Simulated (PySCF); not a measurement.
**ICl with other numerical set-ups**

Aim: see how much the energy and properties of ICl depend on the numerical set-up.

Method: each script names its method and basis; program: PySCF 2.14.0.

3 further runs of the same task are left out: 1 for a known fault of the program, 2 that didn't finish.

## 1. Starting geometry

ICl: 2 atoms, charge 0, spin multiplicity 1.

Bond lengths: I1–Cl2 2.622 Å.

## 2. The run that the others are compared with

input.py

```python
from pyscf import gto, scf, mp

mol = gto.M(
    atom='I 0 0 0; Cl 0 0 2.622',
    basis='sbkjc',
    ecp={'I': 'sbkjc', 'Cl': 'sbkjc'},
    charge=0,
    spin=0,
    verbose=3,
)
mf = scf.RHF(mol)
mf.kernel()
mp.MP2(mf).kernel()
mf.dip_moment()
print('orbital energies (hartree):', mf.mo_energy[..., max(0, mol.nelec[1]-3):mol.nelec[0]+3].round(4))
```

The run is started by

```sh
$ OMP_NUM_THREADS=1 python input.py
```

Its log is not repeated here.

It gives: E(SCF) = -25.854992 Eh, E(MP2) − E(SCF) = -0.06167 Eh, μ = 2.64 D (of the SCF density).

The bond length is a typed value, not an optimised one.

## 3. Crenbl

Run 1 changes basis set: sbkjc → crenbl. The core potential changes with it: totals don't compare.

input.py

```python
from pyscf import gto, scf, mp

mol = gto.M(
    atom='I 0 0 0; Cl 0 0 2.622',
    basis='crenbl',
    ecp={'I': 'crenbl', 'Cl': 'crenbl'},
    charge=0,
    spin=0,
    verbose=3,
)
mf = scf.RHF(mol)
mf.kernel()
mp.MP2(mf).kernel()
mf.dip_moment()
print('orbital energies (hartree):', mf.mo_energy[..., max(0, mol.nelec[1]-3):mol.nelec[0]+3].round(4))
```

The run is started by

```sh
$ OMP_NUM_THREADS=1 python input.py
```

## 4. 3-21g (core potential off)

Run 2 changes basis set: sbkjc → 3-21g; core potential: on → off. The core potential changes with it: totals don't compare.

Edit input.py of step 2 so:

```diff
@@ -4,4 +4,3 @@
     atom='I 0 0 0; Cl 0 0 2.622',
-    basis='sbkjc',
-    ecp={'I': 'sbkjc', 'Cl': 'sbkjc'},
+    basis='3-21g',
     charge=0,
```

## 5. Lanl2dz

Run 3 changes basis set: sbkjc → lanl2dz. The core potential changes with it: totals don't compare.

Edit input.py of step 2 so:

```diff
@@ -4,4 +4,4 @@
     atom='I 0 0 0; Cl 0 0 2.622',
-    basis='sbkjc',
-    ecp={'I': 'sbkjc', 'Cl': 'sbkjc'},
+    basis='lanl2dz',
+    ecp={'I': 'lanl2dz', 'Cl': 'lanl2dz'},
     charge=0,
```

Q: Predict the outcome of this session. Wanted: for each run, E(SCF); from base; gap; SCF dipole; after the SCF.

**Answer**, as computed:

| run | E(SCF) (hartree) | from base (eV) | gap (eV) | SCF dipole (D) | functions | after the SCF |
| --- | --- | --- | --- | --- | --- | --- |
| base | -25.854992 | 0 | n/a | 2.64 | 16 | MP2 correlation -1.678 eV |
| crenbl | -124.130569 | not comparable | n/a | 2.55 | 48 | MP2 correlation -7.554 eV |
| 3-21g (core potential off) | -7344.586319 | not comparable | 9.23 | 2.76 | 44 | MP2 correlation -2.424 eV |
| lanl2dz | -25.834386 | not comparable | n/a | 2.65 | 16 | MP2 correlation -1.700 eV |

What this shows: Total energies from different bases, Hamiltonians or methods carry different errors, so properties are taken as differences within one set-up.
